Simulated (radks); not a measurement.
# Nuclear size and the levels of Ti³⁺

Aim: how the total energy, the levels and the density at the nucleus of Ti³⁺ respond when the nuclear radius is scaled.

Method: Dirac Kohn-Sham, BLYP, spin-unpolarised, spherical densities, finite nucleus; open shells are shared between the two j in proportion to 2j + 1. Code: radks (a radial shooting solver on a logarithmic mesh, Libxc functionals) version 1.

## Step 1: Starting point

| Quantity | Value |
| --- | --- |
| element | titanium (Z = 22) |
| charge | +3 |
| electrons | 19 |
| configuration | [Ar] 3d1 |
| nuclear rms radius | 3.5921 fm |

Outer shells as boxes (Hund's rule):

Ti³⁺
```
[Ar] core
3d [↑ ][  ][  ][  ][  ]
```

In the logs a row gives level, spin channel, occupation and eigenvalue; Etot, Ekin, Encl (electron-nucleus), Eh (Hartree) and Exc are energies, all in hartree; err is the last residual, it the number of iterations.

## Step 2: rms radius 3.5921 fm

Input:

```text
Z 22
configuration [Ar] 3d1 4s0 4p0
relativity Dirac
functional b88,lyp
spin unpolarised
j_filling average
nucleus finite rms 3.5921 fm
c 137.035999084
```

What it wrote:

```text
1s1/2   1   2.0000        -180.20363131
2s1/2   1   2.0000         -20.97855844
2p1/2   1   2.0000         -17.72065316
2p3/2   1   4.0000         -17.50831330
3s1/2   1   2.0000          -3.48434597
3p1/2   1   2.0000          -2.61776975
3p3/2   1   4.0000          -2.59218264
3d3/2   1   0.4000          -1.27567207
3d5/2   1   0.6000          -1.27334939
4s1/2   1   0.0000          -0.98737685
4p1/2   1   0.0000          -0.78687246
4p3/2   1   0.0000          -0.78305059
Etot -852.0777363828893
Ekin 860.4852459174417
Encl -2003.6192961271304
Eh 332.4298233518489
Exc -41.37350952504943
err 4.135807153812755e-09
it 16
```

Highest occupied level: 3d5/2 at -34.650 eV.

Radial moments (bohr):

| level | occupation | energy (eV) | <r> | outermost maximum (interpolated) | 90 % within | nodes |
| --- | --- | --- | --- | --- | --- | --- |
| 3s1/2 | 2 | -94.814 | 0.9925 | 0.864 | 1.48 | 2 |
| 3p1/2 | 2 | -71.233 | 1.052 | 0.888 | 1.61 | 1 |
| 3p3/2 | 4 | -70.537 | 1.060 | 0.894 | 1.62 | 1 |
| 3d3/2 | 0.4 | -34.713 | 1.269 | 0.920 | 2.11 | 0 |
| 3d5/2 | 0.6 | -34.650 | 1.271 | 0.922 | 2.11 | 0 |
| 4s1/2 | 0 | -26.868 | 2.620 | 2.40 | 3.77 | 3 |
| 4p1/2 | 0 | -21.412 | 2.945 | 2.69 | 4.26 | 2 |
| 4p3/2 | 0 | -21.308 | 2.958 | 2.70 | 4.28 | 2 |

The radial density on a logarithmic grid:

| r (bohr) | 4πr²ρ (e/bohr) |
| --- | --- |
| 0.00262 | 0.5972 |
| 0.00388 | 1.225 |
| 0.00579 | 2.480 |
| 0.00857 | 4.758 |
| 0.0128 | 8.707 |
| 0.0189 | 14.43 |
| 0.0282 | 21.21 |
| 0.0418 | 25.79 |
| 0.0623 | 24.84 |
| 0.0923 | 20.37 |
| 0.138 | 21.28 |
| 0.204 | 27.54 |
| 0.304 | 23.28 |
| 0.450 | 10.48 |
| 0.671 | 8.638 |
| 0.993 | 9.461 |
| 1.48 | 3.811 |
| 2.19 | 0.5369 |
| 3.27 | 0.02722 |

## Step 3: rms radius 2.9204 fm

Changes since step 2:

```diff
@@ -6,3 +6,3 @@
 j_filling average
-nucleus finite rms 3.5921 fm
+nucleus finite rms 2.9204 fm
 c 137.035999084
```

What it wrote:

```text
1s1/2   1   2.0000        -180.20388900
2s1/2   1   2.0000         -20.97857996
2p1/2   1   2.0000         -17.72065033
2p3/2   1   4.0000         -17.50831044
3s1/2   1   2.0000          -3.48434895
3p1/2   1   2.0000          -2.61776936
3p3/2   1   4.0000          -2.59218224
3d3/2   1   0.4000          -1.27567187
3d5/2   1   0.6000          -1.27334919
4s1/2   1   0.0000          -0.98737733
4p1/2   1   0.0000          -0.78687242
4p3/2   1   0.0000          -0.78305054
Etot -852.0783458102702
Ekin 860.4872688212445
Encl -2003.6219769271734
Eh 332.429892938076
Exc -41.37353064241735
err 3.179380973494865e-09
it 16
```

E − E(step 2, rms radius 3.5921 fm) = -0.017 eV. The top filled level is 3d5/2, -34.650 eV.

## Step 4: rms radius 3.4053 fm

Changes since step 3:

```diff
@@ -6,3 +6,3 @@
 j_filling average
-nucleus finite rms 2.9204 fm
+nucleus finite rms 3.4053 fm
 c 137.035999084
```

What it wrote:

```text
1s1/2   1   2.0000        -180.20370814
2s1/2   1   2.0000         -20.97856486
2p1/2   1   2.0000         -17.72065232
2p3/2   1   4.0000         -17.50831245
3s1/2   1   2.0000          -3.48434686
3p1/2   1   2.0000          -2.61776964
3p3/2   1   4.0000          -2.59218252
3d3/2   1   0.4000          -1.27567201
3d5/2   1   0.6000          -1.27334933
4s1/2   1   0.0000          -0.98737699
4p1/2   1   0.0000          -0.78687245
4p3/2   1   0.0000          -0.78305057
Etot -852.0779180845985
Ekin 860.4858483243008
Encl -2003.6200946893896
Eh 332.4298440993911
Exc -41.37351581890098
err 3.781109123230951e-09
it 16
```

Energy against step 2 (rms radius 3.5921 fm): -0.005 eV. The top filled level is 3d5/2, -34.650 eV.

## Step 5: rms radius 3.725 fm

Changes since step 4:

```diff
@@ -6,3 +6,3 @@
 j_filling average
-nucleus finite rms 3.4053 fm
+nucleus finite rms 3.725 fm
 c 137.035999084
```

What it wrote:

```text
1s1/2   1   2.0000        -180.20357423
2s1/2   1   2.0000         -20.97855367
2p1/2   1   2.0000         -17.72065378
2p3/2   1   4.0000         -17.50831394
3s1/2   1   2.0000          -3.48434531
3p1/2   1   2.0000          -2.61776984
3p3/2   1   4.0000          -2.59218273
3d3/2   1   0.4000          -1.27567212
3d5/2   1   0.6000          -1.27334944
4s1/2   1   0.0000          -0.98737675
4p1/2   1   0.0000          -0.78687247
4p3/2   1   0.0000          -0.78305060
Etot -852.0776013877305
Ekin 860.4847987024195
Encl -2003.6187031772704
Eh 332.4298079372653
Exc -41.373504850145
err 1.5047153839355678e-09
it 16
```

Energy against step 2 (rms radius 3.5921 fm): +0.004 eV. Highest occupied level: 3d5/2 at -34.650 eV.

## Step 6: rms radius 3.9621 fm

Changes since step 5:

```diff
@@ -6,3 +6,3 @@
 j_filling average
-nucleus finite rms 3.725 fm
+nucleus finite rms 3.9621 fm
 c 137.035999084
```

What it wrote:

```text
1s1/2   1   2.0000        -180.20346740
2s1/2   1   2.0000         -20.97854475
2p1/2   1   2.0000         -17.72065495
2p3/2   1   4.0000         -17.50831512
3s1/2   1   2.0000          -3.48434407
3p1/2   1   2.0000          -2.61777000
3p3/2   1   4.0000          -2.59218289
3d3/2   1   0.4000          -1.27567220
3d5/2   1   0.6000          -1.27334952
4s1/2   1   0.0000          -0.98737655
4p1/2   1   0.0000          -0.78687249
4p3/2   1   0.0000          -0.78305062
Etot -852.0773487522158
Ekin 860.4839624740176
Encl -2003.6175942118107
Eh 332.4297790891834
Exc -41.3734961036061
err 1.6476328822950703e-09
it 17
```

Energy against step 2 (rms radius 3.5921 fm): +0.011 eV. 3d5/2 is the highest filled level (-34.650 eV).

## Step 7: What came out

| rms radius (fm) | total energy shift (eV) | density at nucleus (e/bohr³) | 1s1/2 shift (meV) | 2s1/2 shift (meV) | 2p1/2 shift (meV) | 3s1/2 shift (meV) |
| --- | --- | --- | --- | --- | --- | --- |
| 2.9204 | -0.0166 | 8552 | -7.01 | -0.586 | 0.0768 | -0.0812 |
| 3.4053 | -0.00494 | 8511 | -2.09 | -0.175 | 0.0229 | -0.0242 |
| 3.5921 | 0 | 8497 | 0 | 0 | 0 | 0 |
| 3.725 | 0.00367 | 8488 | 1.55 | 0.130 | -0.0170 | 0.0180 |
| 3.9621 | 0.0105 | 8472 | 4.46 | 0.372 | -0.0489 | 0.0516 |

What this shows: Shifts are against the first run. Over the range the 1s1/2 level moves by 0.0115 eV and the 3s1/2 level by 0.133 meV. A larger nucleus binds the 1s electrons less and lowers the density at its centre. These are shifts of eigenvalues, not the field shifts of spectral lines.
